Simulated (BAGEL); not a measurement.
**HF/6-31G(d) (density fitting with qzvpp-jkfit, spherical functions) run of Si2H6O2 (SMILES O[SiH2][SiH2]O)**

What is the vertical ionisation energy of Si2H6O2 at HF/6-31G* (density fitting with qzvpp-jkfit, spherical functions)? 

Program for the calculation: BAGEL 1.2.2.

1 further run of the same task is left out (set aside as unsound or not needed).

## Step 1: The structure to begin with

The species is Si2H6O2 (10 atoms), meant as a singlet with charge 0. SMILES: `O[SiH2][SiH2]O`. The coordinates come from a PBE0-D4/def2-TZVP relaxation. This is one conformer, not always the lowest.

Bond lengths: O1–Si2 1.656 Å, Si2–Si3 2.357 Å, Si3–O4 1.656 Å, O1–H5 0.958 Å, Si2–H6 1.487 Å, Si2–H7 1.494 Å, Si3–H8 1.493 Å, Si3–H9 1.487 Å, O4–H10 0.958 Å. Some angles: O1–Si2–Si3 112.1°, Si2–Si3–O4 112.1°, O1–Si2–H6 105.4°, O1–Si2–H7 111.3°, Si3–Si2–H6 110.5°, Si3–Si2–H7 109.5°, Si2–O1–H5 117.4°, Si2–Si3–H8 109.5°, Si2–Si3–H9 110.5°, O4–Si3–H8 111.3°.

## Step 2: A single-point energy at HF/6-31G(d) (density fitting with qzvpp-jkfit, spherical functions)

job.json reads:

```json
{ "bagel": [

{
  "title": "molecule",
  "basis": "6-31gs.json",
  "df_basis": "qzvpp-jkfit",
  "angstrom": "true",
  "geometry": [
    { "atom": "O", "xyz": [   -1.023300,    1.887700,    1.029000 ] },
    { "atom": "Si", "xyz": [    0.114300,    0.686000,    0.959700 ] },
    { "atom": "Si", "xyz": [   -0.148600,   -0.673600,   -0.947700 ] },
    { "atom": "O", "xyz": [    0.987200,   -1.877000,   -1.014900 ] },
    { "atom": "H", "xyz": [   -1.013300,    2.545500,    0.332800 ] },
    { "atom": "H", "xyz": [   -0.079100,   -0.112900,    2.199100 ] },
    { "atom": "H", "xyz": [    1.498300,    1.246700,    0.986300 ] },
    { "atom": "H", "xyz": [   -1.533500,   -1.232000,   -0.975500 ] },
    { "atom": "H", "xyz": [    0.047500,    0.124300,   -2.187300 ] },
    { "atom": "H", "xyz": [    0.975700,   -2.534100,   -0.318000 ] }
  ]
},
{ "title": "hf" },
{ "title": "print", "file": "orbitals.molden", "orbitals": "true" }

]}
```

The basis set 6-31G* is read from a file made from the Basis Set Exchange's data (not shown).

Launch:

```bash
BAGEL_NUM_THREADS=1 BAGEL job.json > job.out
```

The log of the run:

```text
* using 1 threads per process

  ===============================================================
  ===============================================================

  *** Geometry ***

  { "atom" : "O", "xyz" : [     -1.933757,      3.567236,      1.944528 ] },
  { "atom" : "Si", "xyz" : [      0.215996,      1.296352,      1.813570 ] },
  { "atom" : "Si", "xyz" : [     -0.280813,     -1.272920,     -1.790893 ] },
  { "atom" : "O", "xyz" : [      1.865538,     -3.547016,     -1.917883 ] },
  { "atom" : "H", "xyz" : [     -1.914859,      4.810298,      0.628901 ] },
  { "atom" : "H", "xyz" : [     -0.149477,     -0.213350,      4.155697 ] },
  { "atom" : "H", "xyz" : [      2.831377,      2.355922,      1.863837 ] },
  { "atom" : "H", "xyz" : [     -2.897895,     -2.328143,     -1.843428 ] },
  { "atom" : "H", "xyz" : [      0.089762,      0.234893,     -4.133398 ] },
  { "atom" : "H", "xyz" : [      1.843806,     -4.788755,     -0.600933 ] },

  Number of auxiliary basis functions:      518

  Since a DF basis is specified, we compute 2- and 3-index integrals:
    o Being stored without compression. Storage requirement is 0.024 GB

  Number of basis functions:       76
  Number of electrons      :       50

    * METHOD: MOLECULE                             0.28

  *** RHF ***

  === Nuclear Repulsion ===
   221.9017398040

      * DIIS with orbital gradients will be used.

  === RHF iteration (6-31gs.json) ===
      0       -730.80820932          0.02574859           0.07
      1       -730.98397635          0.01688877           0.07
      2       -731.10247377          0.00153793           0.07
      3       -731.10404565          0.00018107           0.07
      4       -731.10407380          0.00004175           0.07
      5       -731.10407572          0.00000793           0.07
      6       -731.10407580          0.00000214           0.07
      7       -731.10407580          0.00000048           0.07
      8       -731.10407580          0.00000011           0.07
      9       -731.10407580          0.00000004           0.07
     10       -731.10407580          0.00000002           0.07
     11       -731.10407580          0.00000000           0.07
    * SCF iteration converged.

    * Permanent dipole moment:
           (    0.000633,    -0.000743,     0.000261) a.u.

    * METHOD: HF                                   0.98

    * METHOD: PRINT                                0.02

  ===============================================================
```

It took 1.4 s on 1 thread of Arm Neoverse V1, shared host; peak memory 0.12 GiB.

## Step 3: The doublet cation at the same level

input.json reads:

```json
{ "bagel": [

{
  "title": "molecule",
  "basis": "6-31gs.json",
  "df_basis": "qzvpp-jkfit",
  "angstrom": true,
  "geometry": [
    { "atom": "O", "xyz": [   -1.023300,    1.887700,    1.029000 ] },
    { "atom": "Si", "xyz": [    0.114300,    0.686000,    0.959700 ] },
    { "atom": "Si", "xyz": [   -0.148600,   -0.673600,   -0.947700 ] },
    { "atom": "O", "xyz": [    0.987200,   -1.877000,   -1.014900 ] },
    { "atom": "H", "xyz": [   -1.013300,    2.545500,    0.332800 ] },
    { "atom": "H", "xyz": [   -0.079100,   -0.112900,    2.199100 ] },
    { "atom": "H", "xyz": [    1.498300,    1.246700,    0.986300 ] },
    { "atom": "H", "xyz": [   -1.533500,   -1.232000,   -0.975500 ] },
    { "atom": "H", "xyz": [    0.047500,    0.124300,   -2.187300 ] },
    { "atom": "H", "xyz": [    0.975700,   -2.534100,   -0.318000 ] }
  ]
},
{
  "title": "uhf",
  "charge": 1,
  "nopen": 1
},
{
  "title": "print",
  "file": "orbitals.molden",
  "orbitals": true
}

]}
```

The basis set 6-31G* is read from a file made from the Basis Set Exchange's data (not shown).

Launch:

```bash
BAGEL_NUM_THREADS=1 BAGEL input.json > input.out
```

The log of the run:

```text
* using 1 threads per process

  ===============================================================
  ===============================================================

  *** Geometry ***

  { "atom" : "O", "xyz" : [     -1.933757,      3.567236,      1.944528 ] },
  { "atom" : "Si", "xyz" : [      0.215996,      1.296352,      1.813570 ] },
  { "atom" : "Si", "xyz" : [     -0.280813,     -1.272920,     -1.790893 ] },
  { "atom" : "O", "xyz" : [      1.865538,     -3.547016,     -1.917883 ] },
  { "atom" : "H", "xyz" : [     -1.914859,      4.810298,      0.628901 ] },
  { "atom" : "H", "xyz" : [     -0.149477,     -0.213350,      4.155697 ] },
  { "atom" : "H", "xyz" : [      2.831377,      2.355922,      1.863837 ] },
  { "atom" : "H", "xyz" : [     -2.897895,     -2.328143,     -1.843428 ] },
  { "atom" : "H", "xyz" : [      0.089762,      0.234893,     -4.133398 ] },
  { "atom" : "H", "xyz" : [      1.843806,     -4.788755,     -0.600933 ] },

  Number of auxiliary basis functions:      518

  Since a DF basis is specified, we compute 2- and 3-index integrals:
    o Being stored without compression. Storage requirement is 0.024 GB

  Number of basis functions:       76
  Number of electrons      :       50

    * METHOD: MOLECULE                             0.28

  *** Open-shell HF ***

  === Nuclear Repulsion ===
   221.9017398040

      * DIIS with orbital gradients will be used.

  === UHF iteration (6-31gs.json) ===
      0       -730.41304914          0.05307076           0.14
      1       -730.57935558          0.04134231           0.14
      2       -730.66621844          0.03012540           0.14
      3       -730.75933285          0.00136996           0.13
      4       -730.76016251          0.00048488           0.14
      5       -730.76031532          0.00019508           0.14
      6       -730.76035569          0.00006104           0.13
      7       -730.76036160          0.00002516           0.14
      8       -730.76036301          0.00001335           0.13
      9       -730.76036344          0.00000857           0.13
     10       -730.76036358          0.00000389           0.13
     11       -730.76036363          0.00000203           0.14
     12       -730.76036364          0.00000092           0.13
     13       -730.76036364          0.00000033           0.14
     14       -730.76036364          0.00000016           0.13
     15       -730.76036364          0.00000006           0.14
     16       -730.76036364          0.00000003           0.14
     17       -730.76036364          0.00000002           0.13
     18       -730.76036364          0.00000001           0.13
     19       -730.76036364          0.00000001           0.13
    * SCF iteration converged.

    * S^2 (UHF) is 0.7662

    * Permanent dipole moment:
           (    0.000275,    -0.001272,     0.000692) a.u.

    * METHOD: UHF                                  2.87

    * METHOD: PRINT                                0.02

  ===============================================================
```

It took 3.3 s on 1 thread of Arm Neoverse V1, shared host; peak memory 0.12 GiB.

## Step 4: What came out

Level: HF/6-31G* (density fitting with qzvpp-jkfit, spherical functions).

| quantity | value |
| --- | --- |
| singlet Si2H6O2: total energy | -731.10408 Eh |
| singlet Si2H6O2: dipole moment | 0.00 D |
| singlet Si2H6O2: HOMO energy | -10.36 eV |
| singlet Si2H6O2: LUMO energy | 2.54 eV |
| singlet Si2H6O2: HOMO–LUMO gap | 12.90 eV |
| doublet cation: total energy | -730.76036 Eh |
| doublet cation: ⟨S²⟩ | 0.766 |
| vertical ionisation energy (to the doublet cation) | 9.353 eV |

The vertical ionisation energy comes to 9.35 eV (902 kJ/mol). The negative HOMO energy of the first species, 10.36 eV, lies 1.01 eV above that difference.
